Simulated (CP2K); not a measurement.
NiMoIrPdW:

```xyz
5
Lattice="2.7608 0.0000 0.0000 -1.3804 2.3909 0.0000 0.0000 0.0000 11.3405" Properties=species:S:1:pos:R:3 pbc="T T T"
Ni    0.0000    0.0000    8.0423
Mo    1.3804    0.7970    3.3369
Pd    1.3804    0.7970   10.1952
Ir    0.0000    0.0000    1.2025
W     1.3804    0.7970    6.0015
```

The cell was built by a generator and needn't be a form met in nature.

Base run:

* Program: CP2K 2026.2
* Functional: LDA
* Potentials or basis: GTH_POTENTIALS Ni GTH-PBE-q18, Pd GTH-PBE-q18, Ir GTH-PBE-q17, W GTH-PBE-q14; POTENTIAL_UZH Mo GTH-PBE-q14; TZVP-MOLOPT-SR-GTH, TZVP-MOLOPT-PBE-GTH basis
* Density cutoff: 13606 eV
* k mesh: 11 × 11 × 3
* Occupations: fermi-dirac, width 0.05 eV
* Spin: collinear spin, ferromagnetic start
* Starting moments: [1.0, 1.0, 0.0, 0.6, 0.0] μB

Its results: band gap on the k mesh none (metal or under the smearing width); pressure -13.2 GPa; net moment 0.00 μB per cell; largest force 0.297 eV/Å.

**Question.** The run is repeated on the same cell with these changes: functional from LDA to PBEsol. What comes out?

**Answer.** Band gap on the k mesh none (metal or under the smearing width); pressure -8.6 GPa; net moment 0.00 μB per cell; largest force 0.227 eV/Å.

PBEsol binds less tightly than LDA, so the same cell stands under more pressure.

Caveats: the potentials were made for another functional, which shifts forces and pressure; the basis of atomic orbitals isn't converged, which shifts pressures, moduli and gaps.

Not every run made on this cell is shown here.
